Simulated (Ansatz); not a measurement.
# LiNbO3: the cost of one run

Computed with Ansatz 0.2.0 (DFT r2SCAN, scalar-relativistic, plane waves, PAW, unless a step's input says otherwise).

The COD cell was measured well above room temperature, so it is larger than a cold one.

## (1) The starting structure

Symmetry: R-3c, No. 167, trigonal system. The conventional cell has a = 5.185 Å, b = 5.185 Å, c = 13.688 Å, α = 90.00°, β = 90.00°, γ = 120.00°. Li (site symmetry 32) has 3 O at 1.96 Å as nearest neighbours. Around Nb (site symmetry -3) lie 6 O at 1.98 Å. O (site symmetry 2) is surrounded by 1 Li at 1.96 Å and 2 Nb at 1.98 Å.

As a file:

```cif
data_structure
_symmetry_space_group_name_H-M 'R-3c:H'
_symmetry_Int_Tables_number 167
_cell_length_a 5.1848
_cell_length_b 5.1848
_cell_length_c 13.6885
_cell_angle_alpha 90.000
_cell_angle_beta 90.000
_cell_angle_gamma 120.000
_cell_volume 318.67
loop_
_atom_site_label
_atom_site_type_symbol
_atom_site_symmetry_multiplicity
_atom_site_Wyckoff_symbol
_atom_site_fract_x
_atom_site_fract_y
_atom_site_fract_z
_atom_site_occupancy
Li1 Li 6 a 0.33333 0.66667 0.41667 1
Nb1 Nb 6 b 0.00000 0.00000 0.50000 1
O1 O 18 e 0.37848 0.00000 0.25000 1
```

It is the result of an earlier relaxation at this level (volume 10.62 Å³/atom; gap on the mesh: 2.98 eV).

## (2) The reference: the undisturbed cell on the scan's mesh

input.yaml

```yaml
crystal:
  lattice:
    - [2.5923872641, 1.4967154848, 4.5628211618]
    - [-2.5923872641, 1.4967154848, 4.5628211618]
    - [0.0, -2.9934309695, 4.5628211619]
  atoms:
    - { symbol: Li, position: [0.25, 0.25, 0.25] }
    - { symbol: Li, position: [0.75, 0.75, 0.75] }
    - { symbol: Nb, position: [0.0, 0.0, 0.0] }
    - { symbol: Nb, position: [0.5, 0.5, 0.5] }
    - { symbol: O, position: [0.1284835456, 0.3715164544, 0.75] }
    - { symbol: O, position: [0.75, 0.1284835456, 0.3715164544] }
    - { symbol: O, position: [0.3715164544, 0.75, 0.1284835456] }
    - { symbol: O, position: [0.8715164544, 0.6284835456, 0.25] }
    - { symbol: O, position: [0.25, 0.8715164544, 0.6284835456] }
    - { symbol: O, position: [0.6284835456, 0.25, 0.8715164544] }
basis:
  ecutwfc: 500
kpoints:
  mp_grid: { grid: [6, 6, 6] }
hamiltonian:
  xc: r2scan
scf:
  occupations: { method: gaussian, width: 0.05 }
output:
  forces: true
  stress: true
  eigenvalues: true
```

The run is started by

```sh
> ansatz run input.yaml --threads 2 --pin off --max-ram 5120MiB --backend cpu --events-out ev --progress --plain --runs-dir out
```

Q: Estimate wall time and peak memory on 2 threads of Intel Xeon Platinum 8488C (Sapphire Rapids), shared host.

About 6 s, with a peak of 0.8 GiB.
